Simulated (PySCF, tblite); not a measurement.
**C2H5FGeNO radical: geometry, infrared bands and EPR parameters**

Aim: predict the infrared bands and EPR parameters of C2H5FGeNO radical (`[CH2]C(=O)[NH][GeH2][F]`).

The runs use tblite 0.8.0 and PySCF 2.14.0, with density-fitted response routines of our own; the level of theory stands in each step. All values are computed, except where a source is named. Atoms are numbered from 0 throughout.

## Step 1: The starting structure

11 atoms, charge 0, multiplicity 2; geometry from: force field or distance geometry start.

Bonds of the start (Å): C0–C1 1.51, C1–O2 1.25, C1–N3 1.42, N3–Ge4 1.86, Ge4–F5 1.77, C0–H6 1.12, C0–H7 1.12, N3–H8 1.06, Ge4–H9 1.53, Ge4–H10 1.56.

## Step 2: Relaxing the molecule with GFN2-xTB

Job settings and geometry (Å):

```
{"job": {"kind": "relax", "xc": "GFN2-xTB", "basis": "xTB"}, "charge": 0, "multiplicity": 2}
C      2.350800    -0.393900    -0.106900
C      0.865800    -0.630300    -0.275300
O      0.515900    -1.728600    -0.754500
N     -0.032300     0.393900     0.142900
Ge    -1.868800     0.146900    -0.011000
F     -2.629400     1.623400     0.600700
H      2.466800    -0.125400     0.971700
H      2.625600     0.533200    -0.678800
H      0.361500     1.281300     0.561300
H     -2.335200    -0.116700    -1.447800
H     -2.315300    -0.981000     0.971600
```

The run is started by

```console
OMP_NUM_THREADS=1 python probes_run.py task.json out
```

The driver reads the jobs from task.json and runs them one after another.

**Question.** This job is followed by: GFN2-xTB harmonic vibrations, gas phase; UKS B3LYP, def2-TZVP-core on Ge, pcH-1 on C F H N O, non-relativistic, mean-field spin-orbit, GIAO. What will the session give for the following? strongest single infrared mode (GFN2-xTB); zero-point energy (GFN2-xTB); g(iso) (B3LYP); ⟨S²⟩; largest a(iso) (averaged by class); surface potential, 1st and 99th percentile.

**Answer**, as computed:

| quantity | value |
| --- | --- |
| strongest single infrared mode (GFN2-xTB) | 2052 cm⁻¹, 404 km/mol |
| zero-point energy (GFN2-xTB) | 40.3 kcal/mol |
| g(iso) (B3LYP) | 2.00339 |
| ⟨S²⟩ | 0.755 (exact 0.75) |
| largest a(iso) (averaged by class) | 13C on C0, 73.1 MHz |
| surface potential, 1st and 99th percentile | -1.56 V and 2.25 V |

In words: Relaxing lowered the energy by 1.518 eV in 71 steps; the close pair that moved most is C0–C1, from 1.513 to 1.411 Å. No mode is imaginary among the 27: a minimum at this level. The strongest single mode, at 2052 cm⁻¹, moves mainly H9 and H10. Unscaled tight-binding wavenumbers are off by several per cent, some by more. Its intensities can rank the bands wrongly. Most of the unpaired spin sits on C0 (0.95 e). The isotropic g lies 1.1 ppt above the free-electron value. The hyperfine terms hold no scalar relativity, which the heavier nuclei need.
